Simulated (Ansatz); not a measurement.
**CH₉N₄V: basis-set convergence**

The task here is to estimate one member of a computed series from the others.

Method: one geometry, several basis sets; program: Ansatz 0.2.0, Gaussian basis.

Levels to be run: PBE0-D4/def2-SVP; ωB97M-V/def2-SVP; PBE0-D4/def2-QZVPP; ωB97M-V/def2-QZVPP; the functionals' def2-TZVPP values are taken from earlier runs.

## The relaxed structure

An earlier PBE0-D4 in a triple-zeta def2 set relaxation fixed the geometry.

SMILES `C[N]=[V]([NH2])([NH2])[NH2]`, 15 atoms, charge 0, spin multiplicity 1.

Atoms are counted from 1 here; the program's logs count them from 0.

Bond lengths: C1–N2 1.412 Å, C1–H7 1.097 Å, C1–H8 1.097 Å, C1–H9 1.097 Å, N2–V3 1.613 Å, V3–N4 1.851 Å, V3–N5 1.851 Å, V3–N6 1.851 Å, N4–H10 1.008 Å, N4–H11 1.011 Å, N5–H12 1.011 Å, N5–H13 1.008 Å, N6–H14 1.011 Å, N6–H15 1.008 Å. Angles: N2–C1–H7 110.9°, N2–C1–H8 110.9°, N2–C1–H9 110.9°, H7–C1–H8 108.0°, H7–C1–H9 108.0°, H8–C1–H9 108.0°, C1–N2–V3 180.0°, N2–V3–N4 108.1°, N2–V3–N5 108.2°, N2–V3–N6 108.2°, N4–V3–N5 110.8°, N4–V3–N6 110.8°, N5–V3–N6 110.8°, V3–N4–H10 125.7°, V3–N4–H11 120.4°, H10–N4–H11 110.4°, V3–N5–H12 120.4°, V3–N5–H13 125.7° and more.

The first run:

in.yaml

```yaml
crystal:
  periodic: [false, false, false]
  atoms:
    - {symbol: C, position_ang: [-1.341174, 1.132771, 1.677035]}
    - {symbol: N, position_ang: [-0.560862, 0.473784, 0.701351]}
    - {symbol: V, position_ang: [0.330399, -0.279018, -0.413067]}
    - {symbol: N, position_ang: [-0.414572, -1.945924, -0.717609]}
    - {symbol: N, position_ang: [2.054799, -0.440407, 0.240174]}
    - {symbol: N, position_ang: [0.306550, 0.742070, -1.956816]}
    - {symbol: H, position_ang: [-0.705788, 1.573468, 2.454630]}
    - {symbol: H, position_ang: [-1.932928, 1.938674, 1.226556]}
    - {symbol: H, position_ang: [-2.034014, 0.434433, 2.161680]}
    - {symbol: H, position_ang: [-1.336622, -2.239342, -0.435196]}
    - {symbol: H, position_ang: [0.177391, -2.749691, -0.875894]}
    - {symbol: H, position_ang: [2.847940, -0.327880, -0.376089]}
    - {symbol: H, position_ang: [2.335260, -0.312936, 1.199925]}
    - {symbol: H, position_ang: [0.265966, 0.297544, -2.863608]}
    - {symbol: H, position_ang: [0.007653, 1.702444, -2.023060]}
basis:
  gaussian: {orbitals: def2-SVP}
hamiltonian: {xc: pbe0, dispersion: d4}
output: {orbitals: {seedname: orbitals}}
```

The run is started by

```sh
$ ansatz run in.yaml --threads 4 --pin off --events-out ev --progress --plain --max-ram 41984MiB --backend cpu
```

Among the steps run: PBE0-D4 in def2-SVP; ωB97M-V in def2-SVP; PBE0-D4 in def2-QZVPP; ωB97M-V in def2-QZVPP.

One of the session's tables, all rows but one given; the rest of the session is left out.

It belongs to the step «Functionals by basis». 

```
functional       basis  HOMO (eV)
   PBE0-D4    def2-SVP          ?
   PBE0-D4  def2-TZVPP      -6.49
   PBE0-D4  def2-QZVPP      -6.55
   ωB97M-V    def2-SVP      -8.42
   ωB97M-V  def2-TZVPP      -8.78
   ωB97M-V  def2-QZVPP      -8.83
```

Q: Estimate the row for PBE0-D4, def2-SVP from the others.

The run gave: HOMO (eV): -6.14. In the column «HOMO (eV)» it is the highest.
